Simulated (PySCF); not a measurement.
**[Pb(SH)3]+: other functionals and bases at one geometry**

One table from this session's results is given with a row withheld; the runs are named, their logs left out.

The runs use PySCF 2.14.0; several levels, as the steps say, no spin–orbit coupling.

4 further runs of the same task are left out: 1 for a known fault of the program, 1 that didn't finish, 2 set aside as unsound or not needed.

## Where the work starts

7 atoms, charge 1, spin multiplicity 1.

Bond lengths: Pb1–S2 2.482 Å, Pb1–S4 2.482 Å, Pb1–S6 2.482 Å, S2–H3 1.363 Å, S4–H5 1.363 Å, S6–H7 1.363 Å. Angles: S2–Pb1–S4 120.0°, S2–Pb1–S6 120.0°, S4–Pb1–S6 120.0°, Pb1–S2–H3 92.9°, Pb1–S4–H5 92.9°, Pb1–S6–H7 92.9°.

As a file:

```xyz
7
charge 1, multiplicity 1
Pb    0.0000    0.0000    0.4676
S     2.4237    0.5336    0.4652
H     2.7843   -0.7805    0.4706
S    -1.6740    1.8321    0.4652
H    -0.7162    2.8015    0.4706
S    -0.7497   -2.3658    0.4652
H    -2.0681   -2.0210    0.4706
```

Formal oxidation states: Pb +4. An earlier session relaxed this geometry at TPSS, Pb def2-SVP with ECP60, S def2-SVP, H def2-SVP (singlet, point group C3h).

At TPSS on the finer grid: E = -1388.666306 Eh, HOMO -11.56 eV, LUMO -9.63 eV, Mulliken charge on Pb1 +0.73 e, largest force component 0.013 eV/Å. 

Levels to run: revPBE; BP86; TPSSh; PBE0; TPSS, TZVP; TPSS, x2c-SVP. Hardware: 2 threads of Intel Xeon Platinum 8488C (Sapphire Rapids), shared host.

The first run:

File run.py (the lines that set the calculation):

```python
mol = gto.M(atom='''
Pb     0.00000     0.00000     0.46762
S      2.42369     0.53365     0.46521
H      2.78431    -0.78050     0.47056
S     -1.67400     1.83215     0.46521
H     -0.71622     2.80154     0.47056
S     -0.74969    -2.36580     0.46521
H     -2.06809    -2.02103     0.47056''',
    basis={'Pb': 'def2-SVP', 'S': 'def2-SVP', 'H': 'def2-SVP'},
    ecp={'Pb': 'def2-SVP'},
    charge=1, spin=0)
mf = dft.RKS(mol, xc='PBE_R,PBE')
mf.grids.atom_grid = (75, 302)
mf = mf.density_fit()  # fitting sets: Pb def2-universal-JKFIT, S def2-universal-JKFIT, H def2-universal-JKFIT
mf.conv_tol = 1e-08; mf.max_cycle = 55
mf.kernel(dm0)  # dm0: the density of the relaxed state
```

The run is started by

```console
OMP_NUM_THREADS=2 python run.py
```

Steps of the session up to this table: revPBE; BP86; TPSSh; PBE0; TPSS, TZVP; TPSS, x2c-SVP.

One of the session's tables, all rows but one given; the rest of the session is left out.

| level | HOMO (eV) | gap (eV) | charge on Pb1 (e) | largest force component (eV/Å) |
| --- | --- | --- | --- | --- |
| TPSS (relaxed here) | -11.56 | 1.92 | 0.73 | 0.01 |
| revPBE | -11.36 | 1.79 | 0.69 | 0.22 |
| BP86 | -11.50 | 1.75 | 0.65 | 0.20 |
| TPSSh | ? | ? | ? | ? |
| PBE0 | -12.65 | 3.68 | 0.74 | 0.42 |
| TPSS, TZVP | -11.52 | 1.98 | 0.84 | 0.38 |
| TPSS, x2c-SVP | -11.55 | 1.91 | 0.78 | 0.16 |

**Question.** Estimate the row for TPSSh.

The run gave: HOMO (eV): -12.04; gap (eV): 2.67; charge on Pb1 (e): 0.75; largest force component (eV/Å): 0.20. In the column «HOMO (eV)» it lies between PBE0 (-12.65) and TPSS (relaxed here) (-11.56).

In one basis the HOMO–LUMO gap runs from 1.75 eV (BP86) to 3.68 eV (PBE0). The largest leftover force, 0.42 eV/Å with PBE0, stands at a geometry relaxed at another level. Total energies of different levels can't be compared.
